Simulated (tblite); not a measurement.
# C4H12GeOSi: the cost of one run

The runs use tblite 0.8.0 and PySCF 2.14.0, with density-fitted response routines of our own; the level of theory stands in each step. All values are computed, except where a source is named. Atoms are numbered from 0 throughout.

**1. The molecule as given**

19 atoms, charge 0, multiplicity 1; geometry from: force field or distance geometry start.

Bonds of the start (Å): Ge0–O1 1.80, O1–Si2 1.72, Si2–C3 1.89, C3–C4 1.54, C4–C5 1.53, C5–C6 1.52, C6–C3 1.52, Ge0–H7 1.56, Ge0–H8 1.55, Ge0–H9 1.54, Si2–H10 1.47, Si2–H11 1.47, C3–H12 1.11, C4–H13 1.10, C4–H14 1.11, C5–H15 1.11, C5–H16 1.12, C6–H17 1.11, C6–H18 1.11.

**2. Relaxing the molecule with GFN2-xTB**

What the job is given:

```
{"job": {"kind": "relax", "xc": "GFN2-xTB", "basis": "xTB"}, "charge": 0, "multiplicity": 1}
Ge     3.262900     0.545400     0.018500
O      1.469400     0.689700     0.153400
Si     0.866600    -0.840900    -0.341800
C     -1.024500    -0.813900    -0.247600
C     -1.562200    -0.343300     1.113600
C     -2.211100     0.854200     0.417300
C     -1.668700     0.383000    -0.927300
H      3.909800     1.889500     0.464100
H      3.782100    -0.590300     0.938800
H      3.645300     0.261500    -1.448500
H      1.245300    -1.102300    -1.740700
H      1.365500    -1.909200     0.528800
H     -1.485600    -1.782800    -0.546800
H     -2.310700    -1.039900     1.529600
H     -0.782100    -0.028100     1.838000
H     -3.319400     0.830800     0.482500
H     -1.757400     1.824600     0.742900
H     -2.484500     0.075800    -1.620000
H     -0.950500     1.105400    -1.362500
```

Started as:

```
OMP_NUM_THREADS=1 python probes_run.py task.json out
```

This one command runs all jobs of the session in turn.

**Question.** How long does this first job take on 1 thread of Arm Neoverse N1, shared host, and how much memory does it need?

About 1.6 s, with a peak of 0.18 GiB.
